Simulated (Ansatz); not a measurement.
# AgOF (triplet): geometry and frequencies at several levels

The task here is to estimate one member of a computed series from the others.

Method: the levels named in each step, in Ansatz 0.2.0.

## The system as given

Bond lengths: O1–Ag2 1.897 Å, Ag2–F3 1.922 Å. Angles: O1–Ag2–F3 180.0°.

Coordinates:

```xyz
3

O     0.0000    0.0000   -1.9052
Ag    0.0000    0.0000   -0.0086
F     0.0000    0.0000    1.9138
```

Set-up of the first run:

input.yaml reads:

```yaml
crystal:
  periodic: [false, false, false]
  atoms:
    - { symbol: O, position_ang: [0.0, 0.0, -1.90521967] }
    - { symbol: Ag, position_ang: [0.0, 0.0, -0.00863445] }
    - { symbol: F, position_ang: [0.0, 0.0, 1.91384411] }
magnetization:
  spin_polarized: true
  initial_magnetization: 2
basis:
  gaussian: { orbitals: def2-TZVPP }
hamiltonian:
  xc: pbe0
  dispersion: d4
relax:
  f_tol: 0.002
  max_steps: 150
```

The run is started by

```console
ansatz run input.yaml --threads 2 --pin off --max-ram 5120MiB --backend cpu --events-out ev --progress --plain --runs-dir out
```

Steps of the session up to this table: Relaxation, PBE0-D4/def2-TZVPP; Frequencies, PBE0-D4/def2-TZVPP; Relaxation, PBE-D4/def2-TZVPP; Frequencies, PBE-D4/def2-TZVPP; Relaxation, r2SCAN-D4/def2-TZVPP; Frequencies, r2SCAN-D4/def2-TZVPP; Relaxation, B3LYP-D4/def2-TZVPP; Frequencies, B3LYP-D4/def2-TZVPP; Relaxation, B2PLYP/def2-TZVPP.

One table of the session follows, with a row left open; its other results are not shown here.

It belongs to the step «Geometries side by side». 

| level | O1–Ag2 (Å) | Ag2–F3 (Å) | rotational constants (MHz) | dipole (D) | highest frequency (cm⁻¹) |
| --- | --- | --- | --- | --- | --- |
| PBE0-D4/def2-TZVPP | 1.8882 | 1.9047 | 4020.6 | 3.00 | 649 |
| PBE-D4/def2-TZVPP | ? | ? | ? | ? | ? |
| r2SCAN-D4/def2-TZVPP | 1.8697 | 1.8975 | 4073.8 | 2.00 | 672 |
| B3LYP-D4/def2-TZVPP | 1.8976 | 1.9156 | 3977.7 | 2.66 | 640 |
| B2PLYP/def2-TZVPP | 1.8737 | 1.9021 | 4055.4 | 2.88 | - |

**Question.** Estimate the row for PBE-D4/def2-TZVPP.

As computed: O1–Ag2 (Å): 1.8774; Ag2–F3 (Å): 1.9151; rotational constants (MHz): 4018.2; dipole (D): 1.44; highest frequency (cm⁻¹): 652. In the column «O1–Ag2 (Å)» it lies between B2PLYP/def2-TZVPP (1.8737) and PBE0-D4/def2-TZVPP (1.8882).
